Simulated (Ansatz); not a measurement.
# C3H4F4O: how energies converge with the basis set

The task here is to estimate one member of a computed series from the others.

Computed with Ansatz 0.2.0, Gaussian basis. Level: one geometry, several basis sets.

The runs, in order: PBE0-D4/def2-SVP; ωB97M-V/def2-SVP; PBE0-D4/def2-QZVPP; ωB97M-V/def2-QZVPP; the functionals' def2-TZVPP values are taken from earlier runs.

### The geometry

An earlier PBE0-D4 in a triple-zeta def2 set relaxation fixed the geometry.

SMILES `OC(F)(CF)C(F)F`, 12 atoms, charge 0, spin multiplicity 1.

Atoms are counted from 1 here; the program's logs count them from 0.

Bond lengths: O1–C2 1.362 Å, O1–H9 0.965 Å, C2–F3 1.384 Å, C2–C4 1.520 Å, C2–C6 1.528 Å, C4–F5 1.382 Å, C4–H10 1.092 Å, C4–H11 1.090 Å, C6–F7 1.349 Å, C6–F8 1.351 Å, C6–H12 1.094 Å. Angles: C2–O1–H9 108.2°, O1–C2–F3 110.0°, O1–C2–C4 112.6°, O1–C2–C6 107.4°, F3–C2–C4 108.2°, F3–C2–C6 105.7°, C4–C2–C6 112.6°, C2–C4–F5 107.9°, C2–C4–H10 110.1°, C2–C4–H11 110.6°, F5–C4–H10 108.4°, F5–C4–H11 108.9°, H10–C4–H11 110.8°, C2–C6–F7 110.0°, C2–C6–F8 109.3°, C2–C6–H12 110.8°, F7–C6–F8 107.8°, F7–C6–H12 109.4° and more.

As a file:

```
O     0.49223    0.70753    1.36967
C    -0.23831    0.14318    0.36818
F    -1.58968    0.28311    0.63221
C     0.04761    0.76712   -0.98799
F     0.09681    2.13842   -0.82357
C     0.03501   -1.36023    0.39354
F     1.33817   -1.59660    0.13747
F    -0.69146   -1.96335   -0.57318
H     0.54243    1.65792    1.20819
H     1.01664    0.42980   -1.36027
H    -0.74452    0.52469   -1.69592
H    -0.22784   -1.78679    1.36557
```

The first run:

in.yaml reads:

```yaml
crystal:
  periodic: [false, false, false]
  atoms:
    - {symbol: O, position_ang: [0.492227, 0.707530, 1.369670]}
    - {symbol: C, position_ang: [-0.238311, 0.143182, 0.368182]}
    - {symbol: F, position_ang: [-1.589684, 0.283112, 0.632209]}
    - {symbol: C, position_ang: [0.047608, 0.767119, -0.987991]}
    - {symbol: F, position_ang: [0.096813, 2.138417, -0.823571]}
    - {symbol: C, position_ang: [0.035012, -1.360228, 0.393538]}
    - {symbol: F, position_ang: [1.338167, -1.596599, 0.137468]}
    - {symbol: F, position_ang: [-0.691456, -1.963349, -0.573178]}
    - {symbol: H, position_ang: [0.542433, 1.657915, 1.208191]}
    - {symbol: H, position_ang: [1.016642, 0.429799, -1.360272]}
    - {symbol: H, position_ang: [-0.744517, 0.524691, -1.695921]}
    - {symbol: H, position_ang: [-0.227835, -1.786791, 1.365575]}
basis:
  gaussian: {orbitals: def2-SVP}
hamiltonian: {xc: pbe0, dispersion: d4}
output: {orbitals: {seedname: orbitals}}
```

Launch:

```console
ansatz run in.yaml --threads 8 --pin off --events-out ev --progress --plain --max-ram 18278MiB
```

Steps of the session up to this table: PBE0-D4 in def2-SVP; ωB97M-V in def2-SVP; PBE0-D4 in def2-QZVPP; ωB97M-V in def2-QZVPP.

One table of the session follows, with a row left open; its other results are not shown here.

```
functional       basis  HOMO (eV)  LUMO (eV)
   PBE0-D4    def2-SVP          ?          ?
   PBE0-D4  def2-TZVPP      -9.54       0.78
   PBE0-D4  def2-QZVPP      -9.59       0.45
   ωB97M-V    def2-SVP     -11.74       3.43
   ωB97M-V  def2-TZVPP     -11.94       2.49
   ωB97M-V  def2-QZVPP     -12.00       1.83
```

Estimate the missing values for PBE0-D4, def2-SVP.

**Answer.** HOMO (eV): -9.36; LUMO (eV): 1.48. In the column «HOMO (eV)» it is the highest.
